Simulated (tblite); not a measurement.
# BH9O3Si4: the cost of one run

Computed with tblite 0.8.0 and PySCF 2.14.0, with density-fitted response routines of our own, on a single molecule in the gas phase. Atoms count from 0, in the outputs and in this text.

## Step 1: Starting geometry

17 atoms, charge 0, multiplicity 1; geometry from: force field or distance geometry start.

Bonds of the start (Å): Si0–O1 1.73, O1–Si2 1.71, Si2–O3 1.73, O3–B4 1.48, B4–Si5 1.94, Si5–Si6 2.24, Si6–O7 1.73, O7–Si2 1.74, Si0–H8 1.47, Si0–H9 1.48, Si0–H10 1.46, Si2–H11 1.48, B4–H12 1.18, Si5–H13 1.47, Si5–H14 1.47, Si6–H15 1.49, Si6–H16 1.47.

## Step 2: Geometry optimisation with GFN2-xTB

Job settings and geometry (Å):

```
{"job": {"kind": "relax", "xc": "GFN2-xTB", "basis": "xTB"}, "charge": 0, "multiplicity": 1}
Si     3.304800     0.099800    -0.232700
O      2.164300    -0.931500    -1.024800
Si     0.636000    -0.569900    -0.342400
O     -0.514300    -1.730000    -0.921600
B     -1.667200    -1.673900    -0.001400
Si    -2.818600    -0.112900    -0.077300
Si    -1.241900     1.473200     0.049900
O      0.141700     1.011300    -0.876100
H      2.957700     1.509400    -0.477100
H      3.314500    -0.167200     1.219600
H      4.635900    -0.153200    -0.775700
H      0.707700    -0.617300     1.130700
H     -1.749100    -2.415100     0.915500
H     -3.510800    -0.049200    -1.367700
H     -3.739000    -0.051100     1.071000
H     -0.847800     1.647000     1.471400
H     -1.780900     2.742600    -0.451900
```

On the command line:

```sh
$ OMP_NUM_THREADS=1 python probes_run.py task.json out
```

One launch serves the whole session: the jobs run in the order shown.

**Question.** How long does this first job take on 1 thread of Arm Neoverse N1, shared host, and how much memory does it need?

About 1.6 s, with a peak of 0.18 GiB.
